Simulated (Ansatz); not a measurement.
# Pt: a trigonal deformation path

One table from this session's results is given with a row withheld; the runs are named, their logs left out.

The COD entry's cell or inner coordinates are ideal or old and differ from later refinements, so a difference from it is no clean test against experiment.

Method: DFT r2SCAN, scalar-relativistic, plane waves, PAW, in Ansatz 0.2.0.

## The starting structure

The structure is cubic, space group Fm-3m (No. 225). The conventional cell has a = 3.916 Å, b = 3.916 Å, c = 3.916 Å, α = 90.00°, β = 90.00°, γ = 90.00°. Pt (site symmetry m-3m) is surrounded by 12 Pt at 2.77 Å.

Coordinates:

```xyz
1
Lattice="0.0000 1.9579 1.9579 1.9579 0.0000 1.9579 1.9579 1.9579 0.0000" Properties=species:S:1:pos:R:3 pbc="T T T"
Pt    0.0000    0.0000    0.0000
```

The cell is taken as given, not relaxed at this level.

## Zero of energy

Reference values: F = -12536.7928 eV; pressure 5.39 GPa; largest force 0.000 eV/Å; gap on the mesh none (metal). It was computed beforehand with the settings of the runs below.

Set-up of the first run:

At fixed volume and fractional coordinates, lengths along (0.577, 0.577, 0.577) are scaled against those across it; ρ is that ratio over its starting value.

The input, input.yaml:

```yaml
crystal:
  lattice:
    - [-0.8222664745, 1.6445329491, 1.6445329491]
    - [1.6445329491, -0.8222664745, 1.6445329491]
    - [1.6445329491, 1.6445329491, -0.8222664745]
  atoms:
    - { symbol: Pt, position: [0.0, 0.0, 0.0] }
basis:
  ecutwfc: 500
kpoints:
  mp_grid: { grid: [24, 24, 24] }
hamiltonian:
  xc: r2scan
scf:
  occupations: { method: gaussian, width: 0.15 }
output:
  forces: true
  stress: true
  eigenvalues: true
```

The run is started by

```sh
$ ansatz run input.yaml --threads 1 --pin off --max-ram 2560MiB --backend cpu --events-out ev --progress --plain --runs-dir out
```

Steps of the session up to this table: Point ρ = 0.500; Point ρ = 2.000; Point ρ = 0.710; At ρ = 1.410; At ρ = 0.600; ρ = 0.850; ρ = 1.200.

One table of the session follows, with a row left open; its other results are not shown here.

Collected from the runs (energy zero: the undisturbed cell):

| ρ | ΔE (meV/atom) | pressure (GPa) |
| --- | --- | --- |
| 0.500 | 782.5 | 51.0 |
| 0.600 | 752.3 | 46.8 |
| 0.710 | 521.8 | 32.9 |
| 0.850 | 133.3 | 13.0 |
| 1.000 | 0.0 | 5.4 |
| 1.200 | 193.8 | 17.5 |
| 1.410 | ? | ? |
| 2.000 | 4956.8 | 225.9 |

**Question.** Estimate the row for ρ = 1.410.

Worked estimate for «ΔE (meV/atom)». A straight line through the neighbours (1.200, 193.8) and (2.000, 4956.8) gives 193.8 + (4956.8 − 193.8) × (1.410 − 1.200) / (2.000 − 1.200) = 1444.1; a parabola fitted to 3 rows on both sides gives 826.5.

**Answer.** ΔE (meV/atom): 868.0; pressure (GPa): 53.0. In «ΔE (meV/atom)» the line misses by +576.1 and the parabola by -41.5.
